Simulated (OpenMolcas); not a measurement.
# W³⁺: CASSCF and CASPT2 terms and fine-structure levels

Which level of W³⁺ lies lowest, and where do the others fall? The reference wave functions come first, then spin-orbit coupling, then second-order correlation under several settings.

Program: OpenMolcas 26.06. Level of theory: state-averaged CASSCF and CASPT2, spin-orbit coupling by RASSI with atomic mean-field integrals. These are calculated values, not measurements, unless marked.

### 1 What is computed

- Species: W³⁺ (tungsten, Z = 74, 71 electrons)
- Basis: ANO-RCC-VTZP [8s7p5d3f2g1h], 104 functions
- Scalar Hamiltonian: DKH3, point nucleus
- Inactive shells: 1s 2s 2p 3s 3p 3d 4s 4p 4d 4f 5s 5p
- Active space: 3 electrons in 10 orbitals (5d 6d)
- Some configurations of this space: 5d³
- Orbitals: optimised for the ground-state spin in each parity, averaged over all roots

The outer shells:

5d3
```
5d [↑ ][↑ ][↑ ][  ][  ]
```

Each step is its own input file, run in one work folder so that later steps find the files of earlier ones. Labels, J, g values, rates, χT and fits are worked out afterwards by a script from the matrices that RASSI stores.

### 2 GATEWAY and SEWARD: basis and integrals

a.inp reads:

```
&GATEWAY
Coord
1

W 0.0 0.0 0.0
Basis=ANO-RCC-VTZP
Group=XYZ
NoMove
AngMom=0.0 0.0 0.0
AMFI
&SEWARD
Relativistic=R03O02
```

Launch:

```
$ OMP_NUM_THREADS=1 MOLCAS_MEM=2252 MOLCAS_PROJECT=a pymolcas a.inp > a.log
```

### 3 Start orbitals from a smaller active space

a.inp reads:

```
&RASSCF
FileOrb=start.orb
Symmetry=1
Spin=4
nActEl=3 0 0
Inactive=15 19
Ras2=5 0
CIRoot=10 10 1
SDav=10
CIMx=300
Iter=120 100
PrWF=0.3
OrbListing=Nothing
MaxOrb=0
Atom
>>> COPY $Project.JobIph JOBPRE
```

### 4 Reference wave functions, quartets of even parity, 10 roots

a.inp reads:

```
&RASSCF
FileOrb=start.orb
Symmetry=1
Spin=4
nActEl=3 0 0
Inactive=15 19
Ras2=10 0
CIRoot=10 10 1
SDav=120
CIMx=300
Iter=120 100
PrWF=0.3
OrbListing=Nothing
MaxOrb=0
Atom
>>> COPY $Project.JobIph JOB001
```

### 5 Reference wave functions, doublets of even parity, 52 roots

a.inp reads:

```
&RASSCF
FileOrb=start.orb
Symmetry=1
Spin=2
nActEl=3 0 0
Inactive=15 19
Ras2=10 0
CIRoot=52 52 1
SDav=330
CIMx=300
Iter=120 100
PrWF=0.3
OrbListing=Nothing
MaxOrb=0
Atom
CIOnly
>>> COPY $Project.JobIph JOB002
```

### 6 RASSI: spin-orbit coupling between the states

a.inp reads:

```
&RASSI
NrOfJobIphs=2 10 40
1 2 3 4 5 6 7 8 9 10
1 2 3 4 5 6 7 8 9 10 11 12 13 14 15 16 17 18 19 20 21 22 23 24 25 26 27
28 29 30 31 32 33 34 35 36 37 38 39 40
IphNames
JOB001
JOB002
EJob
SpinOrbit
DIPRint=1.0
SOCoupling=1000.0
Subsets=2
MEES
Property=10
'ANGMOM' 1 'ANGMOM' 2 'ANGMOM' 3 'MLTPL  1' 1 'MLTPL  1' 2 'MLTPL  1' 3
'AMFI' 1 'AMFI' 2 'AMFI' 3 'MLTPL  2' 6
SOProperty=3
'ANGMOM' 1 'ANGMOM' 2 'ANGMOM' 3
```

### 7 CASPT2: IPEA 0.15, imaginary shift 0.25 (closed shells correlated: 5s 5p)

a.inp reads:

```
>>> COPY JOB001 $Project.JobIph
&CASPT2
Multistate=10 1 2 3 4 5 6 7 8 9 10
Frozen=14 16
IPEA=0.15
Imaginary=0.25
MaxIter=60
WThr=0.0 0.3 0.05
PrWF=0.5
NoMix
>>> COPY JOB002 $Project.JobIph
&CASPT2
Multistate=40 1 2 3 4 5 6 7 8 9 10 11 12 13 14 15 16 17 18 19 20 21 22
23 24 25 26 27 28 29 30 31 32 33 34 35 36 37 38 39 40
Frozen=14 16
IPEA=0.15
Imaginary=0.25
MaxIter=60
WThr=0.0 0.3 0.05
PrWF=0.5
NoMix
```

### 8 CASPT2: IPEA 0.3, sigma2 regulariser 0.05 (closed shells correlated: 5s 5p)

Edit a.inp of step 7 so:

```diff
@@ -4,4 +4,4 @@
 Frozen=14 16
-IPEA=0.15
-Imaginary=0.25
+IPEA=0.3
+Sig2=0.05
 MaxIter=60
@@ -15,4 +15,4 @@
 Frozen=14 16
-IPEA=0.15
-Imaginary=0.25
+IPEA=0.3
+Sig2=0.05
 MaxIter=60
```

### 9 CASPT2: IPEA 0, imaginary shift 0.15 (closed shells correlated: 5s 5p)

Edit a.inp of step 8 so:

```diff
@@ -4,4 +4,4 @@
 Frozen=14 16
-IPEA=0.3
-Sig2=0.05
+IPEA=0.0
+Imaginary=0.15
 MaxIter=60
@@ -15,4 +15,4 @@
 Frozen=14 16
-IPEA=0.3
-Sig2=0.05
+IPEA=0.0
+Imaginary=0.15
 MaxIter=60
```

(Steps that only read results are left out.)

What does the calculation give? Wanted: lowest level; first excited level; lowest level of another term; spin-orbit lowering of the lowest level; strongest of the lines computed, by gA.

As calculated:

```
                                                                                   quantity                                                                         value
                                                                                     method  SS-CASPT2, IPEA 0.15, imaginary shift 0.25 (closed shells correlated: 5s 5p)
                                                                               lowest level                                      5d³ ⁴F_3/2, 88 % of that term, g = 0.456
                                                                ground level listed by NIST                                                                         4F3/2
                                                                        first excited level                                                       5d³ ⁴F_5/2 at 3610 cm⁻¹
                                                               lowest level of another term                                                      5d³ ⁴P_3/2 at 10910 cm⁻¹
                                                    spin-orbit lowering of the lowest level                                                                     7748 cm⁻¹
strongest of the lines computed, by gA (one parity, so forbidden lines), at CASSCF energies                        5d³ ²D_5/2(2) → 5d³ ⁴P_5/2, 306.5 nm, A = 1.50e+01 s⁻¹
```

Cost and accuracy by method:

| method | time of its own steps | time with the reference | mean absolute difference from the measured levels (cm-1) |
| --- | --- | --- | --- |
| A. CASSCF | 16 s | 16 s | 3500 |
| B. SS-CASPT2, IPEA 0.15, imaginary shift 0.25, +5s 5p | 5.6 min | 5.9 min | 1500 |
| C. SS-CASPT2, IPEA 0.3, sigma2 regulariser 0.05, +5s 5p | 5.6 min | 5.9 min | 1500 |
| D. SS-CASPT2, IPEA 0, imaginary shift 0.15, +5s 5p | 5.5 min | 5.8 min | 1300 |

Times are of one thread on a shared host.

What this shows: The multiplet ⁴F is regular; its intervals divided by the larger J differ by 85 % of their mean, where Landé's rule for pure LS coupling makes them equal. Second-order correlation (method B) scales the levels of the lowest configuration above 5000 cm⁻¹ by 0.88 to 1.03. Method D lies closest to the measured levels (1300 cm⁻¹ on average) and A farthest (3500). Only the configurations of the active space and the roots asked for are present. The doublets rest on orbitals optimised for another spin in at least one step, which raises them against the optimised states. Not all states of the active space went into the spin-orbit step. CASPT2 does not keep the components of a term degenerate, and the means are used. The levels of the extra active shells were not computed. Levels of other configurations are missing from the list.
